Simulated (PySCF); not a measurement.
# H2OPm (Pm(H2O)3+): the cost of one run

The runs use PySCF 2.14.0; several levels, as the steps say, no spin–orbit coupling.

1 further run of the same task is left out (for a known fault of the program).

**1. Where the work starts**

4 atoms, charge 3, spin multiplicity 1.

Bond lengths: Pm1–O2 2.247 Å, O2–H3 1.000 Å, O2–H4 1.000 Å. Angles: Pm1–O2–H3 128.9°, Pm1–O2–H4 128.9°, H3–O2–H4 102.2°.

Geometry (Å):

```xyz
4
charge 3, multiplicity 1
Pm    0.00000    0.00000   -0.10635
O     0.00000    0.00000    2.14028
H     0.77841    0.00000    2.76849
H    -0.77841    0.00000    2.76849
```

Formal oxidation states: Pm +3. Each metal's 4 4f electrons lie in its core potential, so multiplicities, spins and levels count the valence alone. An earlier session relaxed this geometry at PBE0, Pm lcecp-1-SVP with ECP50, O def2-SVP, H def2-SVP (singlet, point group C2v).

At PBE0 on the finer grid: E = -109.077539 Eh, HOMO -27.75 eV, LUMO -20.38 eV, Mulliken charge on Pm1 +2.58 e, largest force component 0.002 eV/Å. 

Levels to run: M06-L; TPSSh; PBE0, TZVP. Hardware: 2 threads of Arm Neoverse V1, shared host.

**2. M06-L**

Input file run.py (the lines that set the calculation):

```python
mol = gto.M(atom='''
Pm     0.00000     0.00000    -0.10635
O      0.00000     0.00000     2.14028
H      0.77841     0.00000     2.76849
H     -0.77841     0.00000     2.76849''',
    basis={'Pm': 'lcecp-1-SVP', 'O': 'def2-SVP', 'H': 'def2-SVP'},
    ecp={'Pm': 'lcecp-1-SVP'},
    charge=3, spin=0)
mf = dft.RKS(mol, xc='M06L')
mf.grids.atom_grid = (75, 302)  # f atoms: unpruned, at least (60, 302)
mf = mf.density_fit()  # fitting sets: Pm AutoAux, O def2-universal-JKFIT, H def2-universal-JKFIT
mf.conv_tol = 1e-08; mf.max_cycle = 55
mf.kernel(dm0)  # dm0: the density of the relaxed state
```

Started as:

```sh
$ OMP_NUM_THREADS=2 python run.py
```

**Question.** How long does this run take on 2 threads of Arm Neoverse V1, shared host?

About 2.2 s.
